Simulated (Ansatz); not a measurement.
# C₂H₉AlOSe: basis-set convergence

Aim: see how fast density functionals converge with the basis set for C₂H₉AlOSe.

Program: Ansatz 0.2.0, Gaussian basis. Level of theory: one geometry, several basis sets. These are calculated values, not measurements.

Plan: PBE0-D4/def2-SVP; ωB97M-V/def2-SVP; PBE0-D4/def2-QZVPP; ωB97M-V/def2-QZVPP; the functionals' def2-TZVPP values are taken from earlier runs.

## (1) The relaxed structure

An earlier PBE0-D4 in a triple-zeta def2 set relaxation fixed the geometry.

SMILES `[CH3][Al-]([CH3])([OH])[SeH2+]`, 14 atoms, charge 0, spin multiplicity 1.

Atoms are counted from 1 here; the program's logs count them from 0.

Bond lengths: C1–Al2 1.957 Å, C1–H6 1.096 Å, C1–H7 1.095 Å, C1–H8 1.094 Å, Al2–C3 1.966 Å, Al2–O4 1.724 Å, Al2–Se5 2.771 Å, C3–H9 1.095 Å, C3–H10 1.096 Å, C3–H11 1.095 Å, O4–H12 0.955 Å, Se5–H13 1.469 Å, Se5–H14 1.468 Å. Angles: Al2–C1–H6 110.7°, Al2–C1–H7 112.6°, Al2–C1–H8 111.9°, H6–C1–H7 106.6°, H6–C1–H8 106.8°, H7–C1–H8 107.9°, C1–Al2–C3 122.1°, C1–Al2–O4 115.4°, C1–Al2–Se5 96.4°, C3–Al2–O4 118.5°, C3–Al2–Se5 100.5°, O4–Al2–Se5 92.9°, Al2–C3–H9 112.0°, Al2–C3–H10 110.8°, Al2–C3–H11 113.0°, H9–C3–H10 106.5°, H9–C3–H11 107.5°, H10–C3–H11 106.8° and more.

## (2) PBE0-D4 in def2-SVP

in.yaml

```yaml
crystal:
  periodic: [false, false, false]
  atoms:
    - {symbol: C, position_ang: [-1.275747, 1.465945, 0.693632]}
    - {symbol: Al, position_ang: [-0.442086, -0.253238, 0.270063]}
    - {symbol: C, position_ang: [1.347818, -0.734666, 0.924450]}
    - {symbol: O, position_ang: [-1.533278, -1.520178, -0.150217]}
    - {symbol: Se, position_ang: [0.127953, 0.324307, -2.379086]}
    - {symbol: H, position_ang: [-1.586547, 1.497237, 1.743806]}
    - {symbol: H, position_ang: [-0.596979, 2.311833, 0.542478]}
    - {symbol: H, position_ang: [-2.172313, 1.643499, 0.092391]}
    - {symbol: H, position_ang: [2.050826, 0.101435, 0.848986]}
    - {symbol: H, position_ang: [1.311475, -1.017069, 1.982867]}
    - {symbol: H, position_ang: [1.785731, -1.581698, 0.386453]}
    - {symbol: H, position_ang: [-1.279419, -2.438883, -0.088941]}
    - {symbol: H, position_ang: [1.373181, 1.087990, -2.220435]}
    - {symbol: H, position_ang: [0.876484, -0.915615, -2.617646]}
basis:
  gaussian: {orbitals: def2-SVP}
hamiltonian: {xc: pbe0, dispersion: d4}
output: {orbitals: {seedname: orbitals}}
```

On the command line:

```console
ansatz run in.yaml --threads 4 --pin off --events-out ev --progress --plain --max-ram 11315MiB
```

After this run come: ωB97M-V in def2-SVP; PBE0-D4 in def2-QZVPP; ωB97M-V in def2-QZVPP.

Before running them: what should the planned runs give, taken together? Wanted: PBE0-D4: double and triple zeta above quadruple; ωB97M-V: double and triple zeta above quadruple.

The runs gave:

| quantity | value |
| --- | --- |
| PBE0-D4: double and triple zeta above quadruple | 17.30, 1.85 eV |
| ωB97M-V: double and triple zeta above quadruple | 17.44, 1.79 eV |

What this shows: For PBE0-D4 the step from double to triple zeta gains 15.45 eV and the next only 1.85 eV. Total energies overstate the basis error of differences, where much of it tends to cancel. The LUMO of ωB97M-V is positive and keeps falling with the basis (1.57 to 0.81 eV): an unbound level that the basis holds in place.
